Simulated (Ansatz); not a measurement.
**CH5InNO radical: one species, many methods**

The task here is to estimate one member of a computed series from the others.

Computed with Ansatz 0.2.0, Gaussian basis. Level: functionals in def2-TZVPP, the program's frozen cores in correlated methods.

The runs, in order: LDA (SPW92), PBE-D4, revPBE-D4, BLYP-D4, r2SCAN-D4, B97M-V, PBE0-D4, B3LYP-D4, r2SCANh-D4, r2SCAN0-D4, HSE06-D4, BHLYP-D4, CAM-B3LYP-D4, LC-ωPBE, ωB97X-V, ωB97M-V, B2PLYP, PBE-QIDH; CCSD(T)/def2-SVP; CCSD(T)/def2-TZVPP; MP2/def2-QZVPP; extrapolation to the limit; RPA on PBE.

### The relaxed structure

The geometry comes from an earlier relaxation with PBE0-D4 in a triple-zeta def2 set; it is a stationary point, not always the lowest conformer. In takes the def2 core potential; no spin-orbit term is included.

SMILES `C[O][In][NH2]`, 9 atoms, charge 0, spin multiplicity 2.

Atoms are counted from 1 here; the program's logs count them from 0.

Bond lengths: C1–O2 1.395 Å, C1–H5 1.099 Å, C1–H6 1.097 Å, C1–H7 1.099 Å, O2–In3 2.012 Å, In3–N4 2.070 Å, N4–H8 1.014 Å, N4–H9 1.016 Å. Angles: O2–C1–H5 113.1°, O2–C1–H6 108.6°, O2–C1–H7 112.8°, H5–C1–H6 107.2°, H5–C1–H7 107.7°, H6–C1–H7 107.2°, C1–O2–In3 128.0°, O2–In3–N4 109.3°, In3–N4–H8 113.5°, In3–N4–H9 111.0°, H8–N4–H9 107.4°.

The first run:

Input file in.yaml:

```yaml
crystal:
  periodic: [false, false, false]
  atoms:
    - {symbol: C, position_ang: [-0.925420, 1.365782, 1.115787]}
    - {symbol: O, position_ang: [-0.027966, 0.460888, 0.548042]}
    - {symbol: In, position_ang: [-0.210704, -0.540338, -1.187460]}
    - {symbol: N, position_ang: [1.495835, -1.666058, -1.512081]}
    - {symbol: H, position_ang: [-1.927627, 0.941264, 1.268224]}
    - {symbol: H, position_ang: [-0.545422, 1.662739, 2.101170]}
    - {symbol: H, position_ang: [-1.038632, 2.282559, 0.520875]}
    - {symbol: H, position_ang: [1.371525, -2.398102, -2.202262]}
    - {symbol: H, position_ang: [1.808421, -2.108734, -0.652285]}
basis:
  gaussian: {orbitals: def2-TZVPP}
magnetization: {spin_polarized: true, initial_magnetization: 1}
hamiltonian: {xc: lda}
output: {orbitals: {seedname: orbitals}}
```

Command:

```
ansatz run in.yaml --threads 4 --pin off --events-out ev --progress --plain --max-ram 10444MiB
```

Steps of the session up to this table: LDA; PBE-D4 (GGA); revPBE-D4 (GGA); BLYP-D4 (GGA); r2SCAN-D4 (meta-GGA); B97M-V (meta-GGA); B3LYP-D4 (hybrid); r2SCANh-D4 (hybrid); r2SCAN0-D4 (hybrid); HSE06-D4 (hybrid); BHLYP-D4 (hybrid); CAM-B3LYP-D4 (range-separated); LC-ωPBE (range-separated); ωB97X-V (range-separated); ωB97M-V (range-separated); B2PLYP (double hybrid); PBE-QIDH (double hybrid).

One of the session's tables, all rows but one given; the rest of the session is left out.

It belongs to the step «Frontier levels by functional». 

```
  functional  HOMO (eV)  LUMO (eV)  gap (eV)
 LDA (SPW92)      -4.99      -4.35      0.64
      PBE-D4      -4.85      -4.02      0.83
   revPBE-D4      -4.80      -3.89      0.90
     BLYP-D4      -4.72      -4.02      0.69
   r2SCAN-D4      -5.21      -3.78      1.43
      B97M-V      -4.95      -4.13      0.82
     PBE0-D4          ?          ?         ?
    B3LYP-D4      -5.77      -3.59      2.18
  r2SCANh-D4      -5.64      -3.49      2.15
  r2SCAN0-D4      -6.28      -3.05      3.23
    HSE06-D4      -5.59      -3.59      2.00
    BHLYP-D4      -6.97      -2.53      4.44
CAM-B3LYP-D4      -7.24      -2.42      4.82
     LC-ωPBE      -8.50      -1.05      7.45
     ωB97X-V      -8.09      -1.42      6.67
     ωB97M-V      -8.07      -1.63      6.45
```

Estimate the missing values for PBE0-D4.

As computed: HOMO (eV): -5.98; LUMO (eV): -3.22; gap (eV): 2.76. In the column «HOMO (eV)» it lies between r2SCAN0-D4 (-6.28) and B3LYP-D4 (-5.77).
